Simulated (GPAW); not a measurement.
# Ag in GPAW: a series of runs

Aim: see how the results for Ag move with the level of theory and the settings. Levels: vdW-DF-cx, BEEF-vdW, revPBE, WC. Tasks: single point.

All numbers are computed with GPAW 26.7.0; they aren't measurements. Logs are shortened: lines on timing, memory, paths and dates and some standing lists are left out, and cuts for length are marked. The log counts tension as positive stress, the text compression.

## 1. The cell of the first run

The cell holds a slab with vacuum, 6 atoms: a = 2.889 Å, b = 2.889 Å, c = 25.215 Å, α = 90.00°, β = 90.00°, γ = 90.00°.

The slab is cut from a database's or a generator's crystal, which needn't be the stable form of the element.

## 2. Single point, vdW-DF-cx (the (1 0 0) slab of Ag, cut from the database cell, not relaxed)

run.py

```python
import numpy as np
from ase.dft.bandgap import bandgap
from ase.io import read, write
from gpaw import GPAW, PW

atoms = read('POSCAR')
atoms.pbc = (True, True, False)

calc = GPAW(mode=PW(450),
            xc={'name': 'vdW-DF-cx', 'backend': 'libvdwxc'},
            kpts={'size': (9, 9, 1), 'gamma': True},
            occupations={'name': 'fermi-dirac', 'width': 0.05},
            nbands=83,
            convergence={'density': 1e-05, 'energy': 1e-05},
            maxiter=150,
            poissonsolver={'dipolelayer': 'xy'},
            txt='gpaw.txt')
atoms.calc = calc
energy = atoms.get_potential_energy()
forces = atoms.get_forces()
calc.write('gs.gpw')
write('result.traj', atoms)
print(f'Energy: {energy:.6f} eV')
print('Forces (eV/A):')
print(forces.round(4))
print('Fermi level:', round(calc.get_fermi_level(), 4), 'eV')
print(f'Gap: {bandgap(calc)[0]:.4f} eV, direct: {bandgap(calc, direct=True)[0]:.4f} eV')

v = calc.get_electrostatic_potential().mean(axis=(0, 1))
z = np.arange(len(v)) * atoms.cell[2, 2] / len(v)
ef = calc.get_fermi_level()
np.savetxt('planar.dat', np.c_[z, v], fmt='%.4f')
below, above = np.interp([1.5, atoms.cell[2, 2] - 1.5], z, v) - ef
print(f'Work functions: bottom {below:.4f} eV, top {above:.4f} eV')
print('Dipole moment:', *calc.get_dipole_moment().round(5), 'e A')
```

POSCAR

```
Ag
1.0
    2.8893797293      0.0000000000      0.0000000000
    0.0000000000      2.8893797293      0.0000000000
    0.0000000000      0.0000000000     25.2155000000
Ag
6
Direct
    0.5000000000      0.5000000000      0.2974361008
    0.0000000000      0.0000000000      0.3784616605
    0.5000000000      0.5000000000      0.4594872202
    0.0000000000      0.0000000000      0.5405127798
    0.5000000000      0.5000000000      0.6215383395
    0.0000000000      0.0000000000      0.7025638992
```

Potentials or basis: GPAW PAW data sets (gpaw-data 1.2.1), pw.

Run with:

```sh
$ OMP_NUM_THREADS=1 python run.py
```

gpaw.txt:

```text
__  _  _
 | _ |_)|_||  |
 |__||  | ||/\| - 26.7.0

Input parameters:
  mode=PW(ecut=450.00000000000006),
  convergence={'density': 1e-05, 'energy': 1e-05},
  kpts=MonkhorstPack(size=(9, 9, 1), gamma=True),
  maxiter=150,
  nbands=83,
  occupations=Occupations(name='fermi-dirac', width=0.05),
  poissonsolver=PoissonSolver(dipolelayer='xy'),
  xc=XC(name='vdW-DF-cx', backend='libvdwxc')

Diagonalizing LCAO Hamiltonian
Converting LCAO to pw mode
   .------.
  /|      |
 * |      |
 | |      |
 | |      |
 | |      |
 | |      |
 | |      |
 | |      |
 | |      |
 | |      |
 Ag|      |
 | |      |
 | |  Ag  |
 | |      |
 | |      |
 Ag|      |
 | |      |
 | |  Ag  |
 | |      |
 | |      |
 Ag|      |
 | |      |
 | |  Ag  |
 | |      |
 | |      |
 | |      |
 | |      |
 | |      |
 | |      |
 | |      |
 | .------.
 |/      /
 *------*

Atoms  # Å, Bohr magnetons
|   | symbol |        x |        y |         z |    initial magnetic moments |
|---|--------|----------|----------|-----------|-----------------------------|
| 0 |     Ag | 1.444690 | 1.444690 |  7.500000 | ( 0.0000,  0.0000,  0.0000) |
| 1 |     Ag | 0.000000 | 0.000000 |  9.543100 | ( 0.0000,  0.0000,  0.0000) |
| 2 |     Ag | 1.444690 | 1.444690 | 11.586200 | ( 0.0000,  0.0000,  0.0000) |
| 3 |     Ag | 0.000000 | 0.000000 | 13.629300 | ( 0.0000,  0.0000,  0.0000) |
| 4 |     Ag | 1.444690 | 1.444690 | 15.672400 | ( 0.0000,  0.0000,  0.0000) |
| 5 |     Ag | 0.000000 | 0.000000 | 17.715500 | ( 0.0000,  0.0000,  0.0000) |

Unit cell  # Å
| periodic |        x |        y |         z |   lengths |    angles |
|----------|----------|----------|-----------|-----------|-----------|
|      yes | 2.889380 | 0.000000 |  0.000000 |  2.889380 | 90.000000 |
|      yes | 0.000000 | 2.889380 |  0.000000 |  2.889380 | 90.000000 |
|       no | 0.000000 | 0.000000 | 25.215500 | 25.215500 | 90.000000 |

Number of symmetries: 8
Symmetry operations  # r_c * U_cc + t_c -> r_c
|   | kind |            matrix            |
|---|------|------------------------------|
| 0 |  E   |  1, 0, 0,  0, 1, 0,  0, 0, 1 |
| 1 |  σ   |  1, 0, 0,  0,-1, 0,  0, 0, 1 |
| 2 |  σ   |  0, 1, 0,  1, 0, 0,  0, 0, 1 |
| 3 |  C4  |  0, 1, 0, -1, 0, 0,  0, 0, 1 |
| 4 |  C4  |  0,-1, 0,  1, 0, 0,  0, 0, 1 |
| 5 |  σ   |  0,-1, 0, -1, 0, 0,  0, 0, 1 |
| 6 |  σ   | -1, 0, 0,  0, 1, 0,  0, 0, 1 |
| 7 |  C2  | -1, 0, 0,  0,-1, 0,  0, 0, 1 |

BZ-sampling:
  Number of BZ points: 81
  Number of IBZ points: 15

  Monkhorst-Pack size: [9, 9, 1]
  Monkhorst-Pack shift: [0, 0, 0]

K-points  # in reciprocal-cell coordinates
|     |                                coordinates |     weight |
|-----|--------------------------------------------|------------|
|   0 | (  0.00000000,   0.00000000,   0.00000000) | 0.01234568 |
|   1 | (  0.11111111,   0.00000000,   0.00000000) | 0.04938272 |
|   2 | (  0.11111111,   0.11111111,   0.00000000) | 0.04938272 |
|   3 | (  0.22222222,   0.00000000,   0.00000000) | 0.04938272 |
|   4 | (  0.22222222,   0.11111111,   0.00000000) | 0.09876543 |
|   5 | (  0.22222222,   0.22222222,   0.00000000) | 0.04938272 |
|   6 | (  0.33333333,   0.00000000,   0.00000000) | 0.04938272 |
|   7 | (  0.33333333,   0.11111111,   0.00000000) | 0.09876543 |
|   8 | (  0.33333333,   0.22222222,   0.00000000) | 0.09876543 |
|   9 | (  0.33333333,   0.33333333,   0.00000000) | 0.04938272 |
| ... |                                            |            |
|  14 | (  0.44444444,   0.44444444,   0.00000000) | 0.04938272 |

Plane wave coefficients: 4599
Cutoff: 450.00000000000006 eV

Spin-components: 1 (collinear spins)
Bands:           83
Projectors:      36
Spin-degeneracy: 2
Datatype:        complex128

Parallelization:
  kpt:    1
  domain: 1
  band:   1

Density:
  Valence electrons: 102.0
  Components: 1
  Grid points: [ 15  15 125]
  Charge: 0.0  # |e|

Potential:
  Grid points: [ 15  15 125]

species:
  Ag:
    name:    Silver
    Z:       47.0
    valence: 17
    core:    30
    charge:  0.0  # [|e|]
    compensation charges:
      type: gauss
      rc: 0.40  # [Å]
      lmax: 2
    cutoffs:
      filter: 2.35  # [Å]
      core: 2.19  # [Å]
    projectors
    | kind |    occ | energy [eV] | rcut [Å] |
    |------|--------|-------------|----------|
    |   5s |  1.000 |      -4.401 |    1.286 |
    |   4p |  6.000 |     -58.577 |    1.328 |
    |   5p |  0.000 |      -0.738 |    1.328 |
    |   4d | 10.000 |      -7.446 |    1.180 |
    |    s |        |      22.811 |    1.286 |
    |    d |        |      19.766 |    1.180 |

    Using partial waves for Ag as LCAO basis

Reference energy: -867586.958122  # eV

eigensolver:
  PPCG
  Converge bands: occupied
  niter=2

density mixing:
  MSR1-Mixer
  Pratt-step length: 0.05
  Maximum mixing coefficient: 0.75
  Old densities: 10
  SVD Regularization: 0.005
  Good broyden scale: 1.0
  Trust region scale: 1.0
  Backstep threshold: 4.0
  History deletion threshold: 6.0
  Fourier metric: weight=20.0, sigma=0.015

occupation numbers:
  Fermi-Dirac:
    width: 0.0500  # eV

<gpaw.new.pw.poisson.DipoleLayerPWPoissonSolver object>
xc functional:
  name: vdW-DF-cx with libvdwxc
  Mode: serial
  Semilocal: GGA_X_LV_RPW86+LDA_C_PW with 2 nearest neighbor stencil
  Local blocksize: 30 x 30 x 250
  PAW datasets: PBE

convergence criteria:
- Maximum integral of absolute [dens]ity change: 1e-05 electrons / valence electron
- Maximum [total energy] change in last 3 cyles: 1e-05 eV / valence electron
- Maximum integral of absolute [eigenst]ate change: 4e-08 eV^2 / valence electron
maximum number of iterations: 150

SCF iterations
|iter     | |      energy | eigst |  dens |
|---------|-|-------------|-------|-------|
|iter:   1| |  256.991593 | -0.19 |       |
|iter:   2| |  257.131551 | -1.86 | -1.39 |
|iter:   3| |  256.922415 | -1.54 | -1.41 |
|iter:   4| |  244.900531 | -1.61 | -1.49 |
|iter:   5| |  252.633740 | -1.65 | -1.01 |
|iter:   6| |  257.623558 | -2.07 | -1.32 |
|iter:   7| |  257.980158 | -3.18 | -1.87 |
|iter:   8| |  258.042394 | -4.06 | -2.15 |
|iter:   9| |  258.086881 | -3.52 | -2.28 |
|iter:  10| |  258.082060 | -3.70 | -2.52 |
|iter:  11| |  258.092919 | -4.26 | -2.73 |
|iter:  12| |  258.093494 | -4.70 | -2.97 |
|iter:  13| |  258.094683 | -5.51 | -3.27 |
|iter:  14| |  258.094941 | -5.86 | -3.38 |
|iter:  15| |  258.094650c| -5.19 | -3.47 |
|iter:  16| |  258.095218c| -5.76 | -3.34 |
|iter:  17| |  258.095359c| -6.28 | -3.76 |
|iter:  18| |  258.095312c| -6.84 | -4.27 |
|iter:  19| |  258.095296c| -7.39 | -4.46 |
|iter:  20| |  258.095293c| -8.12c| -5.30c|

Converged in 20 steps
Energy contributions relative to reference atoms: (reference = -867586.958122)

Energy contributions:
  Kinetic:           3.908229
  Coulomb:         -10.155254
  Zero:              0.846841
  External:          0.000000
  Xc:              263.502656
  Entropy:          -0.014359
  Spinorbit:         0.000000
  ----------------------------
  Free energy:     258.088113
  Extrapolated:    258.095293

dipole moment: (-26.995572, -26.995572, 0.000007)  # |e|*Ang

Fermi level: 1.706
Eigenvalues  # (at kpt = [0.000, 0.000, 0.000])
| band index |      eig [eV] | occ [0-2] |
|------------|---------------|-----------|
|          0 |       -53.845 |     2.000 |
|        ... |               |           |
|         45 |        -1.306 |     2.000 |
|         46 |        -1.306 |     2.000 |
|         47 |        -1.279 |     2.000 |
|         48 |        -1.210 |     2.000 |
|         49 |        -1.194 |     2.000 |
|         50 |        -1.095 |     2.000 |
[... 8 lines left out ...]
|         59 |         9.763 |     0.000 |
|         60 |        10.043 |     0.000 |
|        ... |               |           |
|         82 |        19.196 |     0.000 |

No gap
No difference between direct/indirect transitions
vacuum-level: 6.145  # V
Workfunctions: 4.438, 4.438 eV (top, bottom)

Forces  # eV/Ang
|       x |       y |        z |
|---------|---------|----------|
| 0.00000 | 0.00000 |  0.03085 |  # Ag   0
| 0.00000 | 0.00000 | -0.14070 |  # Ag   1
| 0.00000 | 0.00000 | -0.02973 |  # Ag   2
| 0.00000 | 0.00000 |  0.03063 |  # Ag   3
| 0.00000 | 0.00000 |  0.14197 |  # Ag   4
| 0.00000 | 0.00000 | -0.02895 |  # Ag   5

# Writing to gs.gpw (mode='')
```

stdout:

```text
Energy: 258.095293 eV
Forces (eV/A):
[[ 0.      0.      0.0309]
 [ 0.      0.     -0.1407]
 [ 0.      0.     -0.0297]
 [ 0.      0.      0.0306]
 [ 0.      0.      0.142 ]
 [ 0.      0.     -0.029 ]]
Fermi level: 1.7065 eV
Gap: 0.0000 eV, direct: 0.0000 eV
Work functions: bottom 4.4382 eV, top 4.4384 eV
Dipole moment: -26.99557 -26.99557 1e-05 e A
```

Run time: 4 min. Hardware: 1 thread of Arm Neoverse V1, shared host; peak memory 0.33 GiB.

What came out:

```
Free energy                     : 258.0881 eV
Largest force                   : 0.142 eV/Å
Band gap on the k mesh          : none (metal or under the smearing width)
Dipole across the slab          : 0.00 e·Å
Work function of the upper face : 4.44 eV
Work function of the lower face : 4.44 eV
```

Forces in eV/Å, atoms in the order of the input:
```
Ag   0.000  0.000  0.031
Ag   0.000  0.000 -0.141
Ag   0.000  0.000 -0.030
Ag   0.000  0.000  0.031
Ag   0.000  0.000  0.142
Ag   0.000  0.000 -0.029
```

Caveat: the PAW data sets were made with another functional, which shifts forces and pressure a little.

## 3. Single point, BEEF-vdW (the (1 0 0) slab of Ag, cut from the database cell, not relaxed)

run.py, as its differences from that of step 2:

```diff
@@ -9,3 +9,3 @@
 calc = GPAW(mode=PW(450),
-            xc={'name': 'vdW-DF-cx', 'backend': 'libvdwxc'},
+            xc={'name': 'BEEF-vdW', 'backend': 'libvdwxc'},
             kpts={'size': (9, 9, 1), 'gamma': True},
```

POSCAR is that of step 2.

Potentials or basis: GPAW PAW data sets (gpaw-data 1.2.1), pw.

Run with:

```sh
$ OMP_NUM_THREADS=1 python run.py
```

gpaw.txt:

```text
__  _  _
 | _ |_)|_||  |
 |__||  | ||/\| - 26.7.0

Input parameters:
  mode=PW(ecut=450.00000000000006),
  convergence={'density': 1e-05, 'energy': 1e-05},
  kpts=MonkhorstPack(size=(9, 9, 1), gamma=True),
  maxiter=150,
  nbands=83,
  occupations=Occupations(name='fermi-dirac', width=0.05),
  poissonsolver=PoissonSolver(dipolelayer='xy'),
  xc=XC(name='BEEF-vdW', backend='libvdwxc')

Diagonalizing LCAO Hamiltonian
Converting LCAO to pw mode
   .------.
  /|      |
 * |      |
 | |      |
 | |      |
 | |      |
 | |      |
 | |      |
 | |      |
 | |      |
 | |      |
 Ag|      |
 | |      |
 | |  Ag  |
 | |      |
 | |      |
 Ag|      |
 | |      |
 | |  Ag  |
 | |      |
 | |      |
 Ag|      |
 | |      |
 | |  Ag  |
 | |      |
 | |      |
 | |      |
 | |      |
 | |      |
 | |      |
 | |      |
 | .------.
 |/      /
 *------*

Atoms  # Å, Bohr magnetons
|   | symbol |        x |        y |         z |    initial magnetic moments |
|---|--------|----------|----------|-----------|-----------------------------|
| 0 |     Ag | 1.444690 | 1.444690 |  7.500000 | ( 0.0000,  0.0000,  0.0000) |
| 1 |     Ag | 0.000000 | 0.000000 |  9.543100 | ( 0.0000,  0.0000,  0.0000) |
| 2 |     Ag | 1.444690 | 1.444690 | 11.586200 | ( 0.0000,  0.0000,  0.0000) |
| 3 |     Ag | 0.000000 | 0.000000 | 13.629300 | ( 0.0000,  0.0000,  0.0000) |
| 4 |     Ag | 1.444690 | 1.444690 | 15.672400 | ( 0.0000,  0.0000,  0.0000) |
| 5 |     Ag | 0.000000 | 0.000000 | 17.715500 | ( 0.0000,  0.0000,  0.0000) |

Unit cell  # Å
| periodic |        x |        y |         z |   lengths |    angles |
|----------|----------|----------|-----------|-----------|-----------|
|      yes | 2.889380 | 0.000000 |  0.000000 |  2.889380 | 90.000000 |
|      yes | 0.000000 | 2.889380 |  0.000000 |  2.889380 | 90.000000 |
|       no | 0.000000 | 0.000000 | 25.215500 | 25.215500 | 90.000000 |

Number of symmetries: 8
Symmetry operations  # r_c * U_cc + t_c -> r_c
|   | kind |            matrix            |
|---|------|------------------------------|
| 0 |  E   |  1, 0, 0,  0, 1, 0,  0, 0, 1 |
| 1 |  σ   |  1, 0, 0,  0,-1, 0,  0, 0, 1 |
| 2 |  σ   |  0, 1, 0,  1, 0, 0,  0, 0, 1 |
| 3 |  C4  |  0, 1, 0, -1, 0, 0,  0, 0, 1 |
| 4 |  C4  |  0,-1, 0,  1, 0, 0,  0, 0, 1 |
| 5 |  σ   |  0,-1, 0, -1, 0, 0,  0, 0, 1 |
| 6 |  σ   | -1, 0, 0,  0, 1, 0,  0, 0, 1 |
| 7 |  C2  | -1, 0, 0,  0,-1, 0,  0, 0, 1 |

BZ-sampling:
[... 70 lines left out ...]

Reference energy: -867586.958122  # eV

eigensolver:
  PPCG
  Converge bands: occupied
  niter=2

density mixing:
  MSR1-Mixer
  Pratt-step length: 0.05
  Maximum mixing coefficient: 0.75
  Old densities: 10
  SVD Regularization: 0.005
  Good broyden scale: 1.0
  Trust region scale: 1.0
  Backstep threshold: 4.0
  History deletion threshold: 6.0
  Fourier metric: weight=20.0, sigma=0.015

occupation numbers:
  Fermi-Dirac:
    width: 0.0500  # eV

<gpaw.new.pw.poisson.DipoleLayerPWPoissonSolver object>
xc functional:
  name: vdW-BEEF with libvdwxc
  Mode: serial
  Semilocal: BEEVDW with 2 nearest neighbor stencil
  Corresponding non-local functional: vdW-DF2
  Local blocksize: 30 x 30 x 250
  PAW datasets: PBE

convergence criteria:
- Maximum integral of absolute [dens]ity change: 1e-05 electrons / valence electron
- Maximum [total energy] change in last 3 cyles: 1e-05 eV / valence electron
- Maximum integral of absolute [eigenst]ate change: 4e-08 eV^2 / valence electron
maximum number of iterations: 150

SCF iterations
|iter     | |      energy | eigst |  dens |
|---------|-|-------------|-------|-------|
|iter:   1| | -888.963939 | -0.42 |       |
|iter:   2| | -889.010889 | -1.91 | -1.66 |
|iter:   3| | -890.906913 | -1.79 | -1.67 |
|iter:   4| | -899.212058 | -1.49 | -1.52 |
|iter:   5| | -910.142517 | -1.45 | -1.18 |
|iter:   6| | -889.150436 | -1.85 | -0.91 |
|iter:   7| | -889.195757 | -3.25 | -1.94 |
|iter:   8| | -889.605810 | -3.30 | -2.05 |
|iter:   9| | -890.147322 | -3.27 | -1.94 |
|iter:  10| | -890.903742 | -2.31 | -1.83 |
|iter:  11| | -888.976661 | -2.71 | -1.62 |
|iter:  12| | -888.974144 | -3.94 | -2.27 |
|iter:  13| | -888.878246 | -4.07 | -2.38 |
|iter:  14| | -888.856279 | -4.49 | -2.57 |
|iter:  15| | -888.847565 | -4.60 | -2.69 |
|iter:  16| | -888.868670 | -3.92 | -2.77 |
|iter:  17| | -888.822625 | -4.04 | -2.48 |
|iter:  18| | -888.821934 | -4.83 | -3.08 |
|iter:  19| | -888.820918 | -5.44 | -3.22 |
|iter:  20| | -888.821072c| -6.23 | -3.92 |
|iter:  21| | -888.821063c| -6.63 | -3.98 |
|iter:  22| | -888.821056c| -7.45c| -4.61 |
|iter:  23| | -888.821066c| -7.86c| -4.70 |
|iter:  24| | -888.821061c| -8.47c| -5.02c|

Converged in 24 steps
Energy contributions relative to reference atoms: (reference = -867586.958122)

Energy contributions:
  Kinetic:         162.801455
  Coulomb:        -155.797719
  Zero:              0.590555
  External:          0.000000
  Xc:             -896.408573
  Entropy:          -0.013558
  Spinorbit:         0.000000
  ----------------------------
  Free energy:    -888.827840
  Extrapolated:   -888.821061

dipole moment: (-26.682574, -26.682574, -0.000005)  # |e|*Ang

Fermi level: 1.717
Eigenvalues  # (at kpt = [0.000, 0.000, 0.000])
| band index |      eig [eV] | occ [0-2] |
|------------|---------------|-----------|
|          0 |       -54.245 |     2.000 |
|        ... |               |           |
|         45 |        -1.534 |     2.000 |
|         46 |        -1.534 |     2.000 |
|         47 |        -1.445 |     2.000 |
|         48 |        -1.432 |     2.000 |
|         49 |        -1.338 |     2.000 |
|         50 |        -1.338 |     2.000 |
[... 8 lines left out ...]
|         59 |        10.194 |     0.000 |
|         60 |        10.244 |     0.000 |
|        ... |               |           |
|         82 |        19.214 |     0.000 |

No gap
No difference between direct/indirect transitions
vacuum-level: 6.146  # V
Workfunctions: 4.429, 4.429 eV (top, bottom)

Forces  # eV/Ang
|        x |       y |        z |
|----------|---------|----------|
|  0.00000 | 0.00000 | -0.47962 |  # Ag   0
|  0.00000 | 0.00000 | -0.13222 |  # Ag   1
|  0.00000 | 0.00000 | -0.03329 |  # Ag   2
|  0.00000 | 0.00000 |  0.03363 |  # Ag   3
| -0.00000 | 0.00000 |  0.13226 |  # Ag   4
| -0.00000 | 0.00000 |  0.48019 |  # Ag   5

# Writing to gs.gpw (mode='')
```

stdout:

```text
Energy: -888.821061 eV
Forces (eV/A):
[[ 0.      0.     -0.4796]
 [ 0.      0.     -0.1322]
 [ 0.      0.     -0.0333]
 [ 0.      0.      0.0336]
 [-0.      0.      0.1323]
 [-0.      0.      0.4802]]
Fermi level: 1.7168 eV
Gap: 0.0000 eV, direct: 0.0000 eV
Work functions: bottom 4.4285 eV, top 4.4290 eV
Dipole moment: -26.68257 -26.68257 -0.0 e A
```

planar.dat:

```text
0.0000 6.1456
0.1009 6.1456
0.2017 6.1455
0.3026 6.1454
0.4034 6.1454
0.5043 6.1454
[... 242 lines left out ...]
25.0138 6.1458
25.1146 6.1457
```

Run time: 4.9 min. Hardware: 1 thread of Arm Neoverse V1, shared host; peak memory 0.33 GiB.

Results:

```
Free energy                     : -888.8278 eV
Largest force                   : 0.480 eV/Å
Band gap on the k mesh          : none (metal or under the smearing width)
Dipole across the slab          : 0.00 e·Å
Work function of the upper face : 4.43 eV
Work function of the lower face : 4.43 eV
```

Forces on the atoms (eV/Å):
```
Ag   0.000  0.000 -0.480
Ag   0.000  0.000 -0.132
Ag   0.000  0.000 -0.033
Ag   0.000  0.000  0.034
Ag   0.000  0.000  0.132
Ag   0.000  0.000  0.480
```

Caveat: the PAW data sets were made with another functional, which shifts forces and pressure a little.

## 4. Single point, revPBE (the (1 0 0) slab of Ag, cut from the database cell, not relaxed)

run.py, as its differences from that of step 3:

```diff
@@ -9,3 +9,3 @@
 calc = GPAW(mode=PW(450),
-            xc={'name': 'BEEF-vdW', 'backend': 'libvdwxc'},
+            xc='revPBE',
             kpts={'size': (9, 9, 1), 'gamma': True},
```

POSCAR is that of step 3.

Potentials or basis: the program's PAW data sets (release 1.2.1) made for this functional, pw.

Run with:

```sh
$ OMP_NUM_THREADS=1 python run.py
```

Run time: 3.8 min. Hardware: 1 thread of Arm Neoverse V1, shared host; peak memory 0.29 GiB.

The run converged. Its results:

| Property | Result |
| --- | --- |
| Free energy | -13.8509 eV |
| Largest force | 0.245 eV/Å |
| Band gap on the k mesh | none (metal or under the smearing width) |
| Dipole across the slab | 0.00 e·Å |
| Work function of the upper face | 4.13 eV |
| Work function of the lower face | 4.13 eV |

Forces in eV/Å, atoms in the order of the input:
```
Ag   0.000  0.000 -0.241
Ag   0.000  0.000 -0.165
Ag   0.000  0.000 -0.037
Ag   0.000  0.000  0.038
Ag   0.000  0.000  0.167
Ag   0.000  0.000  0.245
```

Levels at points of the mesh, in eV from the Fermi level:
| k point | band 48 | band 49 | band 50 | band 51 | band 52 | band 53 | band 54 | band 55 | band 56 | band 57 |
| --- | --- | --- | --- | --- | --- | --- | --- | --- | --- | --- |
| (0.00, 0.00, 0.00) | -2.99 | -2.93 | -2.91 | -2.81 | -2.81 | -1.30 | 0.49 | 1.44 | 3.88 | 4.19 |

[end of part 1 of 2]
